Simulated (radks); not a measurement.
**O²⁺ with its nuclear charge varied continuously**

An exercise on one series of results from a longer session: the logs are not shown, and one member is left open.

Program: radks (a radial shooting solver on a logarithmic mesh, Libxc functionals) version 1. Level of theory: scalar-relativistic Kohn-Sham, r2SCAN, spin-polarised, spherical densities, finite nucleus; open shells are filled with parallel spins first. These are calculated values, not measurements, unless marked.

### What is computed

* element: oxygen (Z = 8)
* charge: +2
* electrons: 6
* configuration: [He] 2s2 2p2
* nuclear rms radius: 2.6991 fm

Outer shells as boxes (Hund's rule):

O²⁺
```
[He] core
2s [↑↓]
2p [↑ ][↑ ][  ]
```

Set-up of the first run:

Settings of this run:

```text
Z 8
configuration [He] 2s2 2p2
relativity scalar-relativistic
functional r2scan,r2scan
spin polarised
nucleus finite rms 2.6991 fm
c 137.035999084
```

Steps of the session up to this table: Z = 8.

One of the session's tables, all rows but one given; the rest of the session is left out.

It belongs to the step «Z = 8». Radial moments (bohr):

| level | <r> | outermost maximum (interpolated) | 90 % within |
| --- | --- | --- | --- |
| 1s up | 0.1994 | 0.129 | 0.357 |
| 1s down | ? | ? | ? |
| 2s up | 1.016 | 0.826 | 1.59 |
| 2s down | 1.050 | 0.844 | 1.65 |
| 2p up | 0.9855 | 0.739 | 1.63 |
| 2p down | 1.040 | 0.775 | 1.73 |

**Question.** Estimate the row for 1s down.

The run gave: <r>: 0.1984; outermost maximum (interpolated): 0.129; 90 % within: 0.355. In the column «<r>» it is the lowest.

To keep in mind: At Z = 8 the central difference of E is -20.743 hartree, against -20.742 from the Hellmann-Feynman theorem; the scalar-relativistic energy here is not variational, so the two differ by a part that grows with Z.
